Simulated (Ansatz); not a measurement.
# The tungsten atom (quintet): from Hartree-Fock to the top rungs, def2-SVP

One table from this session's results is given with a row withheld; the runs are named, their logs left out.

The runs use Ansatz 0.2.0, Gaussian basis; def2-SVP, core rule «outside noble gas», up to 4 orbitals frozen.

Plan: UHF; CCSD(T) on ROHF; CISD; CCSDT(Q) on ROHF; CCSDT(Q) on UHF; CISDTQ; CASSCF and MRCISD+Q, 6 electrons in 6 orbitals; CASSCF and MRCISD+Q(relaxed), 6 electrons in 6 orbitals; CASSCF and NEVPT4(SD), 6 electrons in 6 orbitals; CASSCF and NEVPT2, 6 electrons in 6 orbitals.

1 further run of the same task is left out (for a known fault of the program).

### The atom

A free atom, in its lowest state of this spin that the program finds. No spin-orbit coupling is included. Elements past krypton take def2 core potentials.

1 atom, charge 0, spin multiplicity 5.

Set-up of the first run:

Contents of in.yaml:

```yaml
crystal:
  periodic: [false, false, false]
  atoms:
    - {symbol: W, position_ang: [0.000000, 0.000000, 0.000000]}
basis:
  gaussian: {orbitals: def2-SVP}
magnetization: {spin_polarized: true, initial_magnetization: 4}
hamiltonian: {xc: hf}
output: {orbitals: {seedname: orbitals}}
```

Launch:

```
$ ansatz run in.yaml --threads 1 --pin off --events-out ev --progress --plain --max-ram 2393MiB
```

Steps of the session up to this table: UHF; CCSD(T) on ROHF; CISD; CCSDT(Q) on ROHF; CCSDT(Q) on UHF; CISDTQ; CASSCF and MRCISD+Q, 6 electrons in 6 orbitals; CASSCF and MRCISD+Q(relaxed), 6 electrons in 6 orbitals; CASSCF and NEVPT4(SD), 6 electrons in 6 orbitals; CASSCF and NEVPT2, 6 electrons in 6 orbitals.

One table of the session follows, with a row left open; its other results are not shown here.

| method | from RCCSDT(Q) (meV) |
| --- | --- |
| ROHF | +2363.3 |
| UHF | ? |
| RMP2 | +467.6 |
| CISD | +173.1 |
| RCCSD | +75.7 |
| RCCSD(T) | -14.8 |
| RCCSDT | +4.9 |
| CISDTQ | +2.9 |
| RCCSDT(Q) | 0 |
| CASSCF valence | +2150.3 |
| NEVPT2 valence | +625.2 |
| NEVPT4(SD) valence | +80.2 |
| MRCISD valence | +107.0 |
| MRCISD+Q valence | -14.3 |
| MRCISD+Q(relaxed) valence | -15.2 |

Estimate the missing values for UHF.

**Answer.** from RCCSDT(Q) (meV): +2093.9. In the column «from RCCSDT(Q) (meV)» it lies between NEVPT2 valence (+625.2) and CASSCF valence (+2150.3).

Among the levels timed on like hardware and quicker than the yardstick, those that no quicker one beats, quickest first: NEVPT2 valence (0.42 s, +625.2 meV); NEVPT4(SD) valence (0.54 s, +80.2 meV); MRCISD+Q valence (0.6 s, -14.3 meV).

Not comparable, so not listed: CCSDT(Q) on UHF (they don't share determinant, frozen orbitals or solution with the rows shown, or repeat one).

Caveats from the session: Warnings: spin contamination; coupled cluster took another determinant than the lowest; large T1 diagnostic.
